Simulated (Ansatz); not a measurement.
## CoW3 under changes of volume

One of the cells (14.914 Å³/atom); the others are scaled copies at fixed shape and fractional positions:

```
W Co
1.0
     3.90735    0.00000    0.00000
     0.00000    3.90735    0.00000
     0.00000    0.00000    3.90735
W Co
3 1
Direct
  0.50000 0.50000 0.00000
  0.50000 0.00000 0.50000
  0.00000 0.50000 0.50000
  0.00000 0.00000 0.00000
```

The cell comes from a database or a generator and needn't be the stable form of this composition.

| Property | Result |
| --- | --- |
| Program | Ansatz 0.2.0 |
| Functional | r2SCAN |
| Potentials or basis | Ansatz PAW |
| Cutoff | 500 eV (not typed: the program's choice for these potentials) |
| k mesh | 7 × 7 × 7 |
| Occupations | fermi-dirac, width 0.05 eV |
| Spin | collinear spin, ferromagnetic start |
| Starting moments | [0.0, 0.0, 0.0, 2.0] μB |

```csv
volume (Å³/atom),energy over the lowest point (meV/atom),pressure (GPa),moment (μB per cell)
14.019,33.65,15.3,1.39
14.317,11.10,8.8,1.49
14.615,0.22,2.9,1.57
14.914,0.00,-2.5,1.64
15.212,?,?,?
15.510,27.23,-11.9,1.77
15.809,53.22,-15.9,1.82
```

**Question.** What does the run at 15.212 Å³/atom give?

**Answer.** Energy over the lowest point 9.26 meV/atom; pressure -7.4 GPa; moment 1.71 μB per cell.

Worked out: A Birch-Murnaghan fit of order 3 (a polynomial in V^(-2/3)) to the other rows has its minimum at 14.77 Å³/atom with B0 = V·E''(V) = 267 GPa and B' = 3.9. It gives 9.27 meV/atom at 15.212 Å³/atom, against the run's 9.26, and -dE/dV = -7.4 GPa, against -7.4. A parabola through the other rows of the moment, of slope 0.21 μB per Å³/atom there, gives 1.71 μB, against the run's 1.71.

Energies are extrapolated to zero smearing.

Caveats: the magnetic or orbital state may not be the lowest; the PAW data sets come from PBE, with cores solved anew for the run's functional, which leaves a small shift of forces and pressure.
